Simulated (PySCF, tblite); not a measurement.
# C3H11BN2: geometry, infrared bands and NMR shifts

What infrared bands and NMR shifts should C3H11BN2 (`C/N=C\C[BH2-][NH3+]`) show?

Computed with tblite 0.8.0 and PySCF 2.14.0, with density-fitted response routines of our own, on a single molecule in the gas phase. Atoms are numbered from 0 throughout.

## 1. The molecule as given

17 atoms, charge 0, multiplicity 1; geometry from: force field or distance geometry start.

Bonds of the start (Å): C0–N1 1.43, N1–C2 1.28, C2–C3 1.48, C3–B4 1.56, B4–N5 1.51, C0–H6 1.10, C0–H7 1.11, C0–H8 1.12, C2–H9 1.09, C3–H10 1.14, C3–H11 1.11, B4–H12 1.21, B4–H13 1.19, N5–H14 1.07, N5–H15 1.05, N5–H16 1.05.

## 2. Optimising the geometry with GFN2-xTB

Job settings and geometry (Å):

```
{"job": {"kind": "relax", "xc": "GFN2-xTB", "basis": "xTB"}, "charge": 0, "multiplicity": 1}
C      2.348500     0.201500    -0.436300
N      1.765400     0.629500     0.799900
C      0.670400     0.150700     1.254100
C     -0.053500    -0.847200     0.440600
B     -1.526800    -0.496500     0.049600
N     -1.734800     0.839500    -0.622400
H      2.814300    -0.790000    -0.405700
H      1.605200     0.287600    -1.251100
H      3.179400     0.922600    -0.668300
H      0.246400     0.489300     2.203100
H     -0.158500    -1.752100     1.128500
H      0.551500    -1.255500    -0.400300
H     -1.914900    -1.334900    -0.726100
H     -2.257400    -0.590800     0.978100
H     -1.690600     1.653800     0.063600
H     -2.724800     0.869300    -0.965700
H     -1.126700     1.035400    -1.451600
```

Command:

```
> OMP_NUM_THREADS=1 python probes_run.py task.json out
```

This one command runs all jobs of the session in turn.

**Question.** This job is followed by: GFN2-xTB harmonic vibrations, gas phase; GIAO PBE0/pcSseg-1 NMR shielding, non-relativistic, gas phase. What will the session give for the following? strongest single infrared mode (GFN2-xTB); zero-point energy (GFN2-xTB); 13C shifts against TMS (PBE0/pcSseg-1); 1H shifts against TMS (PBE0/pcSseg-1, means over atoms taken as alike); 15N shifts against NH3 (PBE0/pcSseg-1); 11B shifts against BF3·OEt2 (PBE0/pcSseg-1).

As calculated:

```
                                                              quantity                             value
                             strongest single infrared mode (GFN2-xTB)             1705 cm⁻¹, 256 km/mol
                                          zero-point energy (GFN2-xTB)                     91.2 kcal/mol
                                13C shifts against TMS (PBE0/pcSseg-1)             184.3, 39.1, 29.3 ppm
1H shifts against TMS (PBE0/pcSseg-1, means over atoms taken as alike)  8.08, 3.19, 2.81, 2.15, 1.75 ppm
                                15N shifts against NH3 (PBE0/pcSseg-1)                   347.7, 39.4 ppm
                           11B shifts against BF3·OEt2 (PBE0/pcSseg-1)                         -23.2 ppm
```

The optimisation took 101 steps and gained 0.842 eV; among the close pairs (by a distance rule), B4–N5 changed most, from 1.510 to 1.648 Å. The lowest mode is imaginary (101i cm⁻¹), so the xTB geometry is not a minimum. The strongest single mode, at 1705 cm⁻¹, moves mainly C2 and N1. Unscaled tight-binding wavenumbers are off by several per cent, some by more. Its intensities can rank the bands wrongly. At PBE0/pcSseg-1: The largest span, 693 ppm, is at N1, where the paramagnetic term is -407 ppm.
